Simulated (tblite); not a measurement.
# C6H22As2S2Si2: the cost of one run

Computed with tblite 0.8.0 and PySCF 2.14.0; each step states its level. No surroundings beyond the atoms listed, unless a continuum is named. Atoms count from 0, parts from 1.

### 1 Starting point

34 atoms, charge 0, multiplicity 1; geometry: rigid parts in contact. Parts: 1 = atoms 0–16, `CCS[SiH2][AsH]C`, charge 0; 2 = atoms 17–33, `CCS[SiH2][AsH]C`, charge 0.

### 2 Bringing the parts together with GFN2-xTB

The job: settings as JSON, then the geometry in Å.

```
{"job": {"kind": "dock", "xc": "GFN2-xTB", "basis": "xTB"}, "charge": 0, "multiplicity": 1, "parts": [{"atoms": "0-16", "charge": 0, "multiplicity": 1}, {"atoms": "17-33", "charge": 0, "multiplicity": 1}]}
C      2.954549     0.310388     0.057905
C      2.414232    -1.042052    -0.358488
S      0.927810    -0.927024    -1.408912
Si    -0.517773    -0.130249    -0.038684
As    -2.657214    -0.666646    -0.752382
C     -3.531979     0.544682     0.545094
H      3.907259     0.184318     0.569551
H      3.108480     0.938641    -0.816497
H      2.261516     0.811437     0.730321
H      3.138934    -1.576159    -0.972160
H      2.159759    -1.655208     0.505623
H     -0.198732    -0.742730     1.261493
H     -0.229068     1.305701     0.127214
H     -2.615182     0.346450    -1.862220
H     -3.445835     0.118916     1.545256
H     -4.593336     0.643166     0.316331
H     -3.083420     1.536369     0.550554
C     -0.394223     5.132775    -7.551642
C     -1.623682     4.360127    -7.120521
S     -2.133152     4.722548    -5.407289
Si    -0.509031     3.889165    -4.280439
As    -1.216304     3.395633    -2.128583
C      0.617231     3.055262    -1.466562
H     -0.215345     4.976575    -8.614157
H     -0.537872     6.196255    -7.374584
H      0.482075     4.801851    -6.998399
H     -2.486936     4.637995    -7.724375
H     -1.468031     3.284324    -7.196848
H     -0.102997     2.682396    -5.019510
H      0.631904     4.815682    -4.392942
H     -1.228643     4.844139    -1.726652
H      0.975335     2.110534    -1.876771
H      0.618077     2.967114    -0.379944
H      1.311757     3.842975    -1.752603
```

With the program's defaults for keys left out, this is: GFN2-xTB search for minima from random contacts, gas phase.

On the command line:

```sh
$ OMP_NUM_THREADS=1 python cluster_run.py task.json out
```

The driver reads the jobs from task.json and runs them one after another.

Q: Estimate the wall time of this first job on 1 thread of Intel Xeon 6975P-C, shared host.

About 56 s.
